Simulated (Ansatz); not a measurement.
**CH₂InN: small, medium and large basis sets**

How large a basis does CH₂InN need? Two functionals are run in growing sets.

Program: Ansatz 0.2.0, Gaussian basis. Level of theory: one geometry, several basis sets. These are calculated values, not measurements.

Plan: PBE0-D4/def2-SVP; ωB97M-V/def2-SVP; PBE0-D4/def2-QZVPP; ωB97M-V/def2-QZVPP; the functionals' def2-TZVPP values are taken from earlier runs.

**1. The geometry**

All runs share one geometry, relaxed beforehand with PBE0-D4 in a triple-zeta def2 set. In takes the def2 core potential; no spin-orbit term is included.

5 atoms, charge 0, spin multiplicity 1.

Atoms are counted from 1 here; the program's logs count them from 0.

Bond lengths: C1–N2 1.144 Å, C1–H4 1.069 Å, In3–H5 1.851 Å. Angles: N2–C1–H4 179.8°.

**2. PBE0-D4 in def2-SVP**

in.yaml reads:

```yaml
crystal:
  periodic: [false, false, false]
  atoms:
    - {symbol: C, position_ang: [-0.269516, -1.469137, 0.497649]}
    - {symbol: N, position_ang: [0.129540, -0.432316, 0.225845]}
    - {symbol: In, position_ang: [1.243006, 2.039359, -0.349755]}
    - {symbol: H, position_ang: [-0.645018, -2.437810, 0.750396]}
    - {symbol: H, position_ang: [-0.408114, 2.226205, -1.165436]}
basis:
  gaussian: {orbitals: def2-SVP}
hamiltonian: {xc: pbe0, dispersion: d4}
output: {orbitals: {seedname: orbitals}}
```

The run is started by

```
ansatz run in.yaml --threads 2 --pin off --events-out ev --progress --plain --max-ram 4352MiB
```

After this run come: ωB97M-V in def2-SVP; PBE0-D4 in def2-QZVPP; ωB97M-V in def2-QZVPP.

Before running them: what should the planned runs give, taken together? Wanted: PBE0-D4: double and triple zeta above quadruple; ωB97M-V: double and triple zeta above quadruple.

As calculated:

```
                                       quantity          value
PBE0-D4: double and triple zeta above quadruple  3.25, 0.17 eV
ωB97M-V: double and triple zeta above quadruple  3.40, 0.16 eV
```

**Reading.** PBE0-D4 gains 3.08 eV from double to triple zeta, then 0.17 eV more. Total energies overstate the basis error of differences, where much of it tends to cancel.
